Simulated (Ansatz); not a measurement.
# CH6OSiZn, SMILES [SiH3]C[O][ZnH]: a rigid scan of one bond length

Program: the Python package of Ansatz (0.2.0).

The cells in order, each with its output:

In [1]:
```python
import ansatz
import numpy as np

geometry_ang = [
    ("Si", [-0.9732, 0.5251, -0.2044]),
    ("C", [-0.1003, -0.8413, 0.5859]),
    ("O", [0.6259, -1.5055, -0.389]),
    ("Zn", [1.9113, 0.0006, -1.0016]),
    ("H", [-1.9136, 0.0319, -1.2737]),
    ("H", [-1.8163, 1.2906, 0.7992]),
    ("H", [-0.0358, 1.5068, -0.8196]),
    ("H", [0.6147, -0.4209, 1.3661]),
    ("H", [-0.8172, -1.5263, 1.0859]),
    ("H", [2.5875, 0.8879, -0.1459]),
]
molecule = ansatz.Crystal.molecule()
for symbol, xyz in geometry_ang:
    molecule = molecule.atom(symbol, xyz)
```

In [2]:
```python
symbols = [site.symbol for site in molecule.cartesian_sites]
start = np.array([site.position_ang for site in molecule.cartesian_sites])
axis = (start[4] - start[0]) / np.linalg.norm(start[4] - start[0])
moving = [4]
lengths, energies = [1.326, 1.386, 1.447, 1.507, 1.567, 1.628, 1.688, 1.778], []
for length in lengths:
    xyz = start.copy()
    xyz[moving] += (length - np.linalg.norm(start[4] - start[0])) * axis
    point = ansatz.Crystal.molecule()
    for symbol, place in zip(symbols, xyz):
        point = point.atom(symbol, place.tolist())
    calc = (
        point.calculation()
        .basis(gaussian="def2-SVP")  # the orbital basis, by name
        .functional("pbe0")
    )
    r = calc.run().report
    energies.append(r["free_energy_ev"])
    print(f"r = {length:6.3f} A  E = {energies[-1]:.5f} eV  <S^2> = {abs(r['mean_field']['state']['spin_squared']):.3f}")
```
```text
r =  1.326 A  E = -59451.29897 eV  <S^2> = 0.000
r =  1.386 A  E = -59451.50244 eV  <S^2> = 0.000
r =  1.447 A  E = -59451.60422 eV  <S^2> = 0.000
r =  1.507 A  E = -59451.62394 eV  <S^2> = 0.000
r =  1.567 A  E = -59451.58220 eV  <S^2> = 0.000
r =  1.628 A  E = -59451.49167 eV  <S^2> = 0.000
r =  1.688 A  E = -59451.36695 eV  <S^2> = 0.000
r =  1.778 A  E = -59451.13280 eV  <S^2> = 0.000
```

In [3]:
```python
# quartic fit about the minimum
fit = np.polynomial.Polynomial.fit(lengths, np.array(energies) - min(energies), 4).convert()
roots = [r.real for r in fit.deriv().roots() if abs(r.imag) < 1e-9 and fit.deriv(2)(r.real) > 0]
r_e = min(roots, key=lambda r: abs(r - lengths[int(np.argmin(energies))]))
print(f"minimum of the fit at {r_e:.4f} A, force constant {fit.deriv(2)(r_e):.2f} eV/A^2")
```
```text
minimum of the fit at 1.4938 A, force constant 18.11 eV/A^2
```

Caveats:
- Total energies depend on the basis set; only differences at equal settings carry meaning.
- The rest of the molecule is held rigid at a force-field or estimated start geometry, and the basis set is modest; single-reference methods fail as a bond breaks.
- The orbitals are restricted, so S² is zero by construction.
- Run time: 38 s on 1 thread of Arm Neoverse V1 (shared host), peak memory 0.3 GiB.
